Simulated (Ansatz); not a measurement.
**[Cu(NH2)2]- (CuN₂H₄−): geometry, orbitals and charge**

What does [Cu(NH2)2]- (CuN₂H₄−) look like as a singlet, and where do its frontier electrons sit?

Program: Ansatz 0.2.0, Gaussian basis. Level of theory: RKS PBE0-D4/def2-TZVPD. These are calculated values, not measurements.

The runs, in order: relaxation at r2SCAN-D4/def2-TZVPD; a search for the lowest solution at PBE0-D4/def2-SVP; a single point at PBE0-D4/def2-TZVPD.

### 1 The starting structure

7 atoms, charge -1, spin multiplicity 1.

Atoms are counted from 1 here; the program's logs count them from 0.

Bond lengths: Cu1–N2 1.838 Å, Cu1–N5 1.837 Å, N2–H3 1.023 Å, N2–H4 1.023 Å, N5–H6 1.023 Å, N5–H7 1.023 Å. Angles: N2–Cu1–N5 178.7°, Cu1–N2–H3 111.7°, Cu1–N2–H4 110.6°, H3–N2–H4 104.7°, Cu1–N5–H6 111.7°, Cu1–N5–H7 110.7°, H6–N5–H7 104.7°.

Formally the metal is d10. No spin-orbit coupling is included. The ion is computed in the gas phase, without counter-ions or solvent.

The start is a GFN2-xTB geometry.

### 2 Optimising with r2SCAN-D4/def2-TZVPD

Input file in.yaml:

```yaml
crystal:
  periodic: [false, false, false]
  atoms:
    - {symbol: Cu, position_ang: [-0.048970, -0.056490, 0.000170]}
    - {symbol: N, position_ang: [-0.279940, 0.125200, 1.814400]}
    - {symbol: H, position_ang: [0.433400, 0.731400, 2.226910]}
    - {symbol: H, position_ang: [-0.159490, -0.774840, 2.285220]}
    - {symbol: N, position_ang: [0.153460, -0.268890, -1.813380]}
    - {symbol: H, position_ang: [0.657570, 0.516550, -2.232040]}
    - {symbol: H, position_ang: [-0.756030, -0.272920, -2.281280]}
basis:
  gaussian: {orbitals: def2-TZVPD}
total_charge: -1
hamiltonian: {xc: r2scan, dispersion: d4}
scf: {lower_state_search: "off"}
output: {orbitals: {seedname: orbitals}}
relax: {f_tol: 0.02, max_steps: 100}
```

Launch:

```sh
$ ansatz run in.yaml --threads 4 --pin off --events-out ev --progress --plain --max-ram 3916MiB
```

Further steps of the session: Searching for the lowest solution, PBE0-D4/def2-SVP; Single point, PBE0-D4/def2-TZVPD.

Q: Predict the results of all the runs planned. Wanted: point group; near neighbours of the metal; HOMO, LUMO at PBE0-D4/def2-TZVPD; charge on the metal.

As calculated:

| quantity | value |
| --- | --- |
| point group | C2 |
| near neighbours of the metal | N 1.86, N 1.86 Å |
| HOMO, LUMO at PBE0-D4/def2-TZVPD | -0.46, 4.05 eV |
| charge on the metal (Mulliken, PBE0-D4/def2-TZVPD) | -0.64 e |

**Reading.** The molecule keeps its bonding pattern by the stored test; the atoms moved 0.29 Å (rms). The Mulliken charge of the metal, -0.64 e, depends on the basis and isn't its oxidation state. No usable vibrations, so a minimum isn't proven. The HOMO lies nearest to Cu1 64 %; N2, N5 about 10 % each and the LUMO to H3, H6 about 23 % each; Cu1 16 %. Whether this spin is the lowest isn't tested here. The point group is read from a loosely relaxed geometry; soft torsions can leave it below the true symmetry.

The anion's highest level is positive in at least one run, so there the basis alone may hold the extra electron.
